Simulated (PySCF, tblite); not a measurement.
# BeN2F2, a complex of two parts: NMR shifts, interaction energy, infrared bands, spin-spin couplings and core binding energies

An exercise on one series of results from a longer session: the logs are not shown, and one member is left open.

Computed with tblite 0.8.0 and PySCF 2.14.0; each step states its level. No surroundings beyond the atoms listed, unless a continuum is named. Atoms count from 0, parts from 1.

## Starting point

5 atoms, charge 0, multiplicity 1; geometry: rigid parts in contact. Parts: 1 = atoms 0–2, `[F][Be][F]`, charge 0; 2 = atoms 3–4, `N#N`, charge 0.

Set-up of the first run:

What the job is given:

```
{"job": {"kind": "dock", "xc": "GFN2-xTB", "basis": "xTB"}, "charge": 0, "multiplicity": 1, "parts": [{"atoms": "0-2", "charge": 0, "multiplicity": 1}, {"atoms": "3-4", "charge": 0, "multiplicity": 1}]}
F      0.510809    -1.262038    -0.148038
Be    -0.000103    -0.000027     0.000026
F     -0.510705     1.262064     0.148012
N     -0.012181     0.835801     2.700302
N      0.818552     1.464890     2.353593
```

Level: GFN2-xTB search for minima from random contacts, gas phase.

On the command line:

```bash
OMP_NUM_THREADS=1 python cluster_run.py task.json out
```

One launch serves the whole session: the jobs run in the order shown.

Among the steps run: Bringing the parts together with GFN2-xTB; Relaxing the molecule at PBE0-D3(BJ)/def2-TZVPD; Nuclear shieldings: PBE0/pcSseg-2; Coupled-cluster interaction energy: CCSD(T) and MP2.

One table of the session follows, with a row left open; its other results are not shown here.

It belongs to the step «Coupled-cluster interaction energy: CCSD(T) and MP2». 

```
                 method  interaction energy (kcal/mol)
         HF/aug-cc-pVDZ                          -3.15
        MP2/aug-cc-pVDZ                          -4.75
       CCSD/aug-cc-pVDZ                          -4.54
    CCSD(T)/aug-cc-pVDZ                          -4.77
         HF/aug-cc-pVQZ                              ?
        MP2/aug-cc-pVQZ                          -6.19
    SCS-MP2/aug-cc-pVQZ                          -5.67
      MP2, extrapolated                          -6.38
CCSD(T), limit estimate                          -6.40
```

**Question.** Estimate the row for HF/aug-cc-pVQZ.

The run gave: interaction energy (kcal/mol): -3.82. In the column «interaction energy (kcal/mol)» it lies between CCSD/aug-cc-pVDZ (-4.54) and HF/aug-cc-pVDZ (-3.15).

To keep in mind: The interaction energy leaves out the deformation of the parts, 3.80 kcal/mol (MP2); added to the CCSD(T) estimate it gives a binding of about -2.60 kcal/mol.
